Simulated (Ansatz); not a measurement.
# ZrSnO4: the cost of one run

Program: Ansatz 0.2.0. Linear response, PAW datasets, plane waves. The cell comes from a prototype generator: it can be a known phase or a hypothetical one. Spin polarisation is off.

### Step 1. The structure to begin with

The cell was relaxed beforehand with r2SCAN.

The symmetry is P-4m2 (No. 115, tetragonal); a = 3.577 Å, c = 5.359 Å in the conventional setting, 11.43 Å³ an atom. Near Sn stand 4 O at 2.04 Å; near Zr stand 4 O at 2.04 Å; near O stand 2 Sn at 2.04 Å; near O stand 2 Zr at 2.04 Å.

As a file:

```
CELL_PARAMETERS angstrom
3.57749 0.00000 0.00000
0.00000 3.57749 0.00000
0.00000 0.00000 5.35917
ATOMIC_POSITIONS crystal
Sn 0.50000 0.50000 0.50000
Zr 0.00000 0.00000 0.00000
O 0.50000 0.00000 0.68252
O 0.00000 0.50000 0.81699
O 0.00000 0.50000 0.31748
O 0.50000 0.00000 0.18301
```

### Step 2. Dielectric tensor and Born charges, r2SCAN

input.yaml reads:

```yaml
crystal:
  lattice:
    - [3.5774937261, 0.0, 0.0]
    - [0.0, 3.5774937261, 0.0]
    - [0.0, 0.0, 5.3591669901]
  atoms:
    - { symbol: Sn, position: [0.5, 0.5, 0.5] }
    - { symbol: Zr, position: [0.0, 0.0, 0.0] }
    - { symbol: O, position: [0.5, 0.0, 0.682521711] }
    - { symbol: O, position: [0.0, 0.5, 0.8169880797] }
    - { symbol: O, position: [0.0, 0.5, 0.317478289] }
    - { symbol: O, position: [0.5, 0.0, 0.1830119203] }
kpoints:
  mp_grid: { grid: [6, 6, 4] }
hamiltonian:
  xc: r2scan
scf:
  occupations: { method: fixed }
dielectric: {}
```

Started as:

```bash
$ ansatz run input.yaml --threads 4 --pin off --max-ram 6451MiB --backend cpu --events-out ev --progress --plain --runs-dir out
```

Q: Estimate wall time and peak memory on 4 threads of Arm Neoverse V2, shared host.

About 47 s, with a peak of 1.2 GiB.
